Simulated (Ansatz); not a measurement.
# H3SSb: the cost of one run

Method: RKS CAM-B3LYP-D4/def2-TZVP, in Ansatz 0.2.0.

## Step 1: The system as given

Bond lengths: S1–Sb2 2.501 Å, S1–H3 1.407 Å, Sb2–H4 1.688 Å, Sb2–H5 1.752 Å. Angles: S1–Sb2–H4 91.8°, S1–Sb2–H5 92.4°, H4–Sb2–H5 91.7°, Sb2–S1–H3 89.4°.

Coordinates:

```xyz
5

S     0.9747   -0.7271    1.0310
Sb   -0.0095    0.3250   -1.0128
H     0.3384   -1.9364    0.6966
H    -1.5555    0.3209   -0.3357
H     0.3019    1.9439   -0.4205
```

## Step 2: Relaxing end A

Input file input.yaml:

```yaml
crystal:
  periodic: [false, false, false]
  atoms:
    - { symbol: S, position_ang: [0.9747, -0.7271, 1.031] }
    - { symbol: Sb, position_ang: [-0.0095, 0.325, -1.0128] }
    - { symbol: H, position_ang: [0.3384, -1.9364, 0.6966] }
    - { symbol: H, position_ang: [-1.5555, 0.3209, -0.3357] }
    - { symbol: H, position_ang: [0.3019, 1.9439, -0.4205] }
basis:
  gaussian: { orbitals: def2-TZVP }
hamiltonian:
  xc: cam_b3lyp
  dispersion: d4
relax:
  f_tol: 0.02
  max_steps: 50
output:
  orbitals: {}
```

The run is started by

```
ansatz run input.yaml --threads 2 --pin off --max-ram 3072MiB --backend cpu --events-out ev --progress --plain --runs-dir out
```

What time and memory should one allow on 2 threads of Intel Xeon Platinum 8175M at 2.50GHz (Skylake/Cascade Lake), shared host?

About 47 s, with a peak of 0.22 GiB.
